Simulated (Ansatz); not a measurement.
# Ta2Al5: the cost of one run

Computed with Ansatz 0.2.0 (DFT PBE, scalar-relativistic, plane waves, PAW, unless a step names another level, unless a step's input says otherwise).

2 further runs of the same task are left out: 2 set aside as unsound or not needed. Runs told in other sessions of the task aren't counted.

## 1. The structure to begin with

The structure is orthorhombic, space group Cmmm (No. 65). Conventional cell: a = 7.189 Å, b = 11.803 Å, c = 2.860 Å, α = 90.00°, β = 90.00°, γ = 90.00°. Around Ta (site symmetry m2m) lie 10 Al at 2.81 to 2.89 Å and 2 Ta at 2.86 Å. Al (site symmetry m) is surrounded by 5 Al at 2.65 to 2.86 Å and 4 Ta at 2.81 to 2.89 Å. Al (site symmetry mmm) is surrounded by 6 Al at 2.65 to 2.86 Å and 4 Ta at 2.87 Å.

Coordinates:

```
CELL_PARAMETERS angstrom
3.59432 -5.90140 0.00000
3.59432 5.90140 0.00000
0.00000 0.00000 2.86016
ATOMIC_POSITIONS crystal
Ta 0.71116 0.28884 0.50000
Ta 0.28884 0.71116 0.50000
Al 0.30342 0.06842 0.00000
Al 0.69658 0.93158 0.00000
Al 0.93158 0.69658 0.00000
Al 0.06842 0.30342 0.00000
Al 0.50000 0.50000 0.00000
```

It came out lowest among 22 distinct ends of the trial cells. At a tolerance of 0.05 Å it has space group Cmmm (No. 65).

## 2. Relaxing to 0.001 eV/Å, on the response runs' mesh and smearing

input.yaml reads:

```yaml
crystal:
  lattice:
    - [3.5943170379, -5.9013997784, 0.0]
    - [3.5943170379, 5.9013997784, 0.0]
    - [0.0, 0.0, 2.860158286]
  atoms:
    - { symbol: Ta, position: [0.7111571882, 0.2888428118, 0.5] }
    - { symbol: Ta, position: [0.2888428118, 0.7111571882, 0.5] }
    - { symbol: Al, position: [0.3034219283, 0.0684218422, 0.0] }
    - { symbol: Al, position: [0.6965780717, 0.9315781578, 0.0] }
    - { symbol: Al, position: [0.9315781578, 0.6965780717, 0.0] }
    - { symbol: Al, position: [0.0684218422, 0.3034219283, 0.0] }
    - { symbol: Al, position: [0.5, 0.5, 0.0] }
basis:
  ecutwfc: 420
kpoints:
  mp_grid: { grid: [6, 6, 12] }
hamiltonian:
  xc: pbe
scf:
  occupations: { method: gaussian, width: 0.1 }
output:
  forces: true
  stress: true
  eigenvalues: true
relax:
  adjacent_minimum: "off"
  f_tol: 0.001
  max_steps: 60
  cell: { stress_tol: 0.01 }
```

Started as:

```console
ansatz run input.yaml --threads 3 --pin off --max-ram 7680MiB --backend cpu --events-out ev --progress --plain --runs-dir out
```

**Question.** How long does this run take on 3 threads of Arm Neoverse N1, shared host, and how much memory does it need?

About 69 s, with a peak of 0.57 GiB.
